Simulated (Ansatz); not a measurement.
Relaxation of a periodic cell of 17 atoms, HC$_{16}$ (host C, host structure diamond, interstitial H), cell charge +1, to a largest force component of 0.03 eV/Å in at most 60 steps.

All numbers below come from DFT PBE-D3(BJ), scalar-relativistic, plane waves, PAW (Ansatz). Settings: cutoff 420 eV, k mesh 3x3x3, gaussian smearing 0.02 eV, no spin polarisation.

```xyz
17
Lattice="0.0000 3.5700 3.5700 3.5700 0.0000 3.5700 3.5700 3.5700 0.0000" Properties=species:S:1:pos:R:3
C 0.000 0.000 0.000
C 0.892 0.892 0.892
C 1.785 1.785 0.000
C 2.678 2.678 0.892
C 1.785 0.000 1.785
C 2.678 0.892 2.678
C 3.570 1.785 1.785
C 4.463 2.678 2.678
C 0.000 1.785 1.785
C 0.892 2.678 2.678
C 1.785 3.570 1.785
C 2.678 4.463 2.678
C 1.785 1.785 3.570
C 2.678 2.678 4.463
C 3.570 3.570 3.570
C 4.463 4.463 4.463
H 4.024 4.892 6.700
```

**Question.** Where does it end, and by what steps?

**Answer.** The forces met the threshold. Limits of this set-up: charged cell in a uniform background, uncorrected. After 10 steps the energy has fallen by 0.470 eV; H17 moved furthest, 0.46 Å. Joined: C1–H17, C2–H17.

```csv
step,energy less start (eV),largest force component (eV/Å),accepted
0,0.0000,1.896,yes
1,-0.1822,0.758,yes
2,-0.2128,0.092,yes
3,-0.2158,0.143,yes
4,-0.2244,0.257,yes
5,-0.2617,0.462,yes
6,-0.3631,1.123,yes
7,-0.3742,1.206,yes
8,-0.4649,0.185,yes
9,-0.4695,0.032,yes
10,-0.4696,0.003,yes
```

```xyz
17
Lattice="0.0000 3.5700 3.5700 3.5700 0.0000 3.5700 3.5700 3.5700 0.0000" Properties=species:S:1:pos:R:3
C -0.065 -0.066 -0.086
C 0.959 0.978 0.958
C 1.828 1.843 -0.014
C 2.682 2.717 0.898
C 1.782 -0.006 1.745
C 2.635 0.906 2.619
C 3.572 1.805 1.756
C 4.461 2.705 2.657
C -0.004 1.810 1.775
C 0.897 2.687 2.652
C 1.781 3.607 1.775
C 2.685 4.484 2.668
C 1.779 1.794 3.547
C 2.682 2.687 4.425
C 3.573 3.590 3.550
C 4.460 4.482 4.441
H 4.017 4.569 7.032
```

Whether the end is a true minimum wasn't checked by a vibrational analysis.

The run took 44 s on 1 thread of Intel(R) Xeon(R) Platinum 8488C (Sapphire Rapids) (shared host), peak memory 0.36 GiB.
